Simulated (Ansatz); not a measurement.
# FH₅O₂Si₂: up Jacob's ladder to CCSD(T)

The task here is to estimate one member of a computed series from the others.

The runs use Ansatz 0.2.0, Gaussian basis; functionals in def2-TZVPP, the program's frozen cores in correlated methods.

Levels to be run: LDA (SPW92), PBE-D4, revPBE-D4, BLYP-D4, r2SCAN-D4, B97M-V, PBE0-D4, B3LYP-D4, r2SCANh-D4, r2SCAN0-D4, HSE06-D4, BHLYP-D4, CAM-B3LYP-D4, LC-ωPBE, ωB97X-V, ωB97M-V, B2PLYP, PBE-QIDH; CCSD(T)/def2-SVP; CCSD(T)/def2-TZVPP; MP2/def2-QZVPP; extrapolation to the limit; RPA on PBE.

## Structure used throughout

All runs share one geometry, relaxed beforehand with PBE0-D4 in a triple-zeta def2 set.

10 atoms, charge 0, spin multiplicity 1.

Atoms are counted from 1 here; the program's logs count them from 0.

Bond lengths: O1–Si2 1.646 Å, O1–H6 0.959 Å, Si2–O3 1.645 Å, Si2–Si4 2.353 Å, Si2–H7 1.485 Å, O3–H8 0.959 Å, Si4–F5 1.614 Å, Si4–H9 1.488 Å, Si4–H10 1.485 Å. Angles: Si2–O1–H6 117.3°, O1–Si2–O3 113.6°, O1–Si2–Si4 109.5°, O1–Si2–H7 103.8°, O3–Si2–Si4 105.0°, O3–Si2–H7 110.7°, Si4–Si2–H7 114.5°, Si2–O3–H8 118.2°, Si2–Si4–F5 106.4°, Si2–Si4–H9 111.9°, Si2–Si4–H10 114.1°, F5–Si4–H9 107.3°, F5–Si4–H10 107.8°, H9–Si4–H10 108.9°.

Set-up of the first run:

File in.yaml:

```yaml
crystal:
  periodic: [false, false, false]
  atoms:
    - {symbol: O, position_ang: [-1.330537, -1.118511, 0.890692]}
    - {symbol: Si, position_ang: [0.199439, -0.632012, 0.529791]}
    - {symbol: O, position_ang: [0.947063, -1.584451, -0.583545]}
    - {symbol: Si, position_ang: [0.134246, 1.508908, -0.445241]}
    - {symbol: F, position_ang: [-1.222668, 1.573051, -1.316670]}
    - {symbol: H, position_ang: [-2.003273, -0.988358, 0.219205]}
    - {symbol: H, position_ang: [0.907754, -0.692729, 1.834102]}
    - {symbol: H, position_ang: [1.124905, -2.498008, -0.351225]}
    - {symbol: H, position_ang: [0.052912, 2.583708, 0.580058]}
    - {symbol: H, position_ang: [1.273158, 1.797402, -1.354165]}
basis:
  gaussian: {orbitals: def2-TZVPP}
hamiltonian: {xc: lda}
output: {orbitals: {seedname: orbitals}}
```

Command:

```sh
$ ansatz run in.yaml --threads 4 --pin off --events-out ev --progress --plain --max-ram 10444MiB
```

Among the steps run: LDA; PBE-D4 (GGA); revPBE-D4 (GGA); BLYP-D4 (GGA); r2SCAN-D4 (meta-GGA); B97M-V (meta-GGA); B3LYP-D4 (hybrid); r2SCANh-D4 (hybrid); r2SCAN0-D4 (hybrid); HSE06-D4 (hybrid); BHLYP-D4 (hybrid); CAM-B3LYP-D4 (range-separated); LC-ωPBE (range-separated); ωB97X-V (range-separated); ωB97M-V (range-separated); B2PLYP (double hybrid); PBE-QIDH (double hybrid).

One table of the session follows, with a row left open; its other results are not shown here.

It belongs to the step «Orbital energies across the functionals». 

| functional | HOMO (eV) | gap (eV) |
| --- | --- | --- |
| LDA (SPW92) | -6.78 | 4.81 |
| PBE-D4 | -6.70 | 4.99 |
| revPBE-D4 | -6.66 | 5.07 |
| BLYP-D4 | -6.61 | 5.05 |
| r2SCAN-D4 | -6.99 | 5.60 |
| B97M-V | -7.09 | 5.48 |
| PBE0-D4 | -7.98 | 7.12 |
| B3LYP-D4 | -7.79 | 6.73 |
| r2SCANh-D4 | -7.46 | 6.36 |
| r2SCAN0-D4 | -8.16 | 7.50 |
| HSE06-D4 | -7.58 | 6.35 |
| BHLYP-D4 | -9.19 | 9.22 |
| CAM-B3LYP-D4 | ? | ? |
| LC-ωPBE | -10.60 | 11.95 |
| ωB97X-V | -10.29 | 11.49 |
| ωB97M-V | -10.06 | 10.95 |

Q: Estimate the row for CAM-B3LYP-D4 from the others.

The run gave: HOMO (eV): -9.33; gap (eV): 9.48. In the column «HOMO (eV)» it lies between ωB97M-V (-10.06) and BHLYP-D4 (-9.19).
